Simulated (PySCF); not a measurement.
# [Hf(BH4)2]2+: other functionals and bases at one geometry

One table from this session's results is given with a row withheld; the runs are named, their logs left out.

Computed with PySCF 2.14.0. Level: several levels, as the steps say, no spin–orbit coupling.

1 further run of the same task is left out (for a known fault of the program).

## The starting structure

11 atoms, charge 2, spin multiplicity 1.

Bond lengths: Hf1–B2 2.222 Å, Hf1–H4 1.948 Å, Hf1–H5 2.079 Å, Hf1–H6 1.946 Å, Hf1–B7 2.222 Å, Hf1–H9 1.948 Å, Hf1–H10 2.079 Å, Hf1–H11 1.946 Å, B2–H3 1.195 Å, B2–H4 1.317 Å, B2–H5 1.274 Å, B2–H6 1.316 Å, B7–H8 1.195 Å, B7–H9 1.317 Å, B7–H10 1.274 Å, B7–H11 1.316 Å. Angles: B2–Hf1–H4 36.1°, B2–Hf1–H5 34.3°, B2–Hf1–H6 36.1°, B2–Hf1–B7 115.2°, B2–Hf1–H9 88.7°, B2–Hf1–H10 148.2°, B2–Hf1–H11 100.5°, H4–Hf1–H5 60.2°, H4–Hf1–H6 60.9°, H4–Hf1–B7 88.7°, H4–Hf1–H9 78.4°, H4–Hf1–H10 122.0°, H4–Hf1–H11 65.2°, H5–Hf1–H6 59.9°, H5–Hf1–B7 148.2°, H5–Hf1–H9 122.0°, H5–Hf1–H10 177.5°, H5–Hf1–H11 121.8° and more.

As a file:

```
atom    x (Å)    y (Å)    z (Å)
 Hf1   0.0000   0.0000  -0.3599
  B2   1.8757  -0.0178   0.8305
  H3   2.7753   0.0122   1.6167
  H4   0.8983  -0.8411   1.1498
  H5   2.0614  -0.2688  -0.4050
  H6   1.1518   1.0802   0.7780
  B7  -1.8757   0.0178   0.8305
  H8  -2.7753  -0.0122   1.6167
  H9  -0.8983   0.8411   1.1498
 H10  -2.0614   0.2688  -0.4050
 H11  -1.1518  -1.0802   0.7780
```

Formal oxidation states: Hf +4. An earlier session relaxed this geometry at PBE0, Hf def2-SVP with ECP60, B def2-SVP, H def2-SVP (singlet, point group C2).

At PBE0 on the finer grid: E = -101.594370 Eh, HOMO -20.31 eV, LUMO -14.96 eV, Mulliken charge on Hf1 +1.46 e, largest force component 0.014 eV/Å. 

Levels to run: BP86; r2SCAN; PBE0, TZVP. Hardware: 2 threads of Arm Neoverse V1, shared host.

Set-up of the first run:

The input, run.py (the lines that set the calculation):

```python
mol = gto.M(atom='''
Hf     0.00000     0.00000    -0.35992
B      1.87567    -0.01782     0.83050
H      2.77532     0.01224     1.61671
H      0.89828    -0.84112     1.14977
H      2.06140    -0.26878    -0.40496
H      1.15179     1.08021     0.77796
B     -1.87567     0.01782     0.83050
H     -2.77532    -0.01224     1.61671
H     -0.89828     0.84112     1.14977
H     -2.06140     0.26878    -0.40496
H     -1.15179    -1.08021     0.77796''',
    basis={'Hf': 'def2-SVP', 'B': 'def2-SVP', 'H': 'def2-SVP'},
    ecp={'Hf': 'def2-SVP'},
    charge=2, spin=0)
mf = dft.RKS(mol, xc='B88,P86')
mf.grids.atom_grid = (75, 302)
mf = mf.density_fit()  # fitting sets: Hf def2-universal-JKFIT, B def2-universal-JKFIT, H def2-universal-JKFIT
mf.conv_tol = 1e-08; mf.max_cycle = 55
mf.kernel(dm0)  # dm0: the density of the relaxed state
```

Launch:

```sh
$ OMP_NUM_THREADS=2 python run.py
```

Steps of the session up to this table: BP86; r2SCAN; PBE0, TZVP.

One of the session's tables, all rows but one given; the rest of the session is left out.

```
              level  HOMO (eV)  gap (eV)  charge on Hf1 (e)  dipole (D)  largest force component (eV/Å)
PBE0 (relaxed here)     -20.31      5.34               1.46        0.56                            0.01
               BP86     -18.98      3.03               1.37        0.21                            0.56
             r2SCAN     -19.21      3.60               1.49        0.50                            0.25
         PBE0, TZVP          ?         ?                  ?           ?                               ?
```

**Question.** Estimate the row for PBE0, TZVP.

As computed: HOMO (eV): -20.34; gap (eV): 5.47; charge on Hf1 (e): 0.86; dipole (D): 0.48; largest force component (eV/Å): 0.26. In the column «HOMO (eV)» it is the lowest.

The dipole of a charged species depends on the origin, so these sizes hold for this origin alone.

In one basis the HOMO–LUMO gap runs from 3.03 eV (BP86) to 5.34 eV (PBE0). The largest leftover force, 0.56 eV/Å with BP86, stands at a geometry relaxed at another level. Total energies of different levels can't be compared.
